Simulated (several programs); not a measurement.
# Al2InN3 (ordering on zincblende) from semi-empirical methods to plane-wave DFT

Al2InN3 as one 6-atom ordering (P3m1) on the zincblende lattice, relaxed with r2SCAN in Ansatz, was computed with several methods. It is trigonal, P3m1 (No. 156); a = 3.227 Å, c = 8.024 Å in the conventional setting, 12.06 Å³ an atom. Al has 4 N at 1.85–1.96 Å; Al has 4 N at 1.89–1.95 Å; In has 4 N at 2.08–2.18 Å; N has 4 Al at 1.89–1.96 Å; N has 3 Al at 1.95 Å and 1 In at 2.18 Å; N has 1 Al at 1.85 Å and 3 In at 2.08 Å. Values at 0 K without nuclear motion; spin polarisation is off, and the phase may be a hypothetical one.

```yaml
crystal:
  lattice:
    - [3.22669, 0.00000, 0.00000]
    - [-1.61334, 2.79439, 0.00000]
    - [0.00000, 0.00000, 8.02387]
  atoms:
    - { symbol: Al, position: [0.00000, 0.00000, 0.98991] }
    - { symbol: Al, position: [0.66667, 0.33333, 0.67984] }
    - { symbol: In, position: [0.33333, 0.66667, 0.33650] }
    - { symbol: N, position: [0.66667, 0.33333, 0.91495] }
    - { symbol: N, position: [0.33333, 0.66667, 0.60781] }
    - { symbol: N, position: [0.00000, 0.00000, 0.22100] }
```

Gaps and times are for a single point on this cell; volume and bulk modulus come from each method's own relaxation or energy curve at fixed shape, which is too stiff where a cell has free coordinates or axes. Times are rough, from shared hosts (Arm Neoverse V1; Arm Neoverse V2), and each method has its own mesh and cell size. A double dagger marks a value from a curve with shape and coordinates held. A star marks a curve whose lowest point is an end point. PM6 (MOPAC), PM7 (MOPAC), GFN2-xTB (tblite) treat a cluster of cells at its zone centre, which samples few k points: where these miss a band edge, the gap comes out too large for that reason alone. Gaps from k meshes are read at a limited set of points (mesh, symmetry points, PBE's band edges), so each method's own least gap may be somewhat smaller. xTB and the PM methods were fitted mostly to molecules, and can miss a solid's gap by electronvolts. Minimal bases can be far off for gaps. Times of the plane-wave rungs are withheld (a dash), since they come from other jobs, hosts and meshes; the meshes of hybrids and Hartree-Fock don't converge their gaps to the digits shown. GLLB-SC's gap includes the derivative discontinuity. d marks a direct gap, i an indirect one (no mark: not told apart), a dash a value that wasn't computed or didn't pass its checks.

| method | kind | gap (eV) | own volume (Å³/atom) | bulk modulus (GPa) | atoms computed | processor time |
| --- | --- | --- | --- | --- | --- | --- |
| light PBE (260 eV, its own mesh) | light plane-wave | 1.13 i | – | – | 6 | 1.8 s |
| PM7 (MOPAC) | semi-empirical | 9.08 | 13.25*‡ | – | cluster | 4.4 s |
| PM6 (MOPAC) | semi-empirical | 8.95 | – | – | cluster | 4.7 s |
| GFN2-xTB (tblite) | tight binding | 1.70 | 10.99‡ | 159‡ | cluster | 5.8 s |
| PBE | semilocal | 1.20 d | 12.36 | 166‡ | 6 | – |
| PBE/SZV (CP2K) | small basis | 1.39 d | 13.08‡ | 149‡ | 6 | 16 s |
| GLLB-SC (GPAW) | model potential | 2.01 | – | – | 6 | 25 s |
| r2SCAN | semilocal | 1.59 d | 12.06 | 185‡ | 6 | – |
| PBE/DZVP (CP2K) | small basis | 1.25 d | 12.43‡ | 164‡ | 6 | 47 s |
| PBE+SOC | semilocal | 1.20 d | – | – | 6 | – |
| HSE06 | hybrid | 2.32 d | – | – | 6 | – |
| PBE0 | hybrid | 3.03 d | – | – | 6 | – |

Against HSE06 (2.32 eV) the nearest gap at the points sampled is that of GLLB-SC (GPAW) (-0.32 eV) and the farthest that of PM7 (MOPAC) (+6.75 eV). HSE06 is only a yardstick of convenience, and nearness to it can be luck.

Volumes against r2SCAN's: PBE +2.5 %.

Runs without a result: GFN1-xTB (tblite) (single point).

Only the rows marked +SOC include spin-orbit coupling.
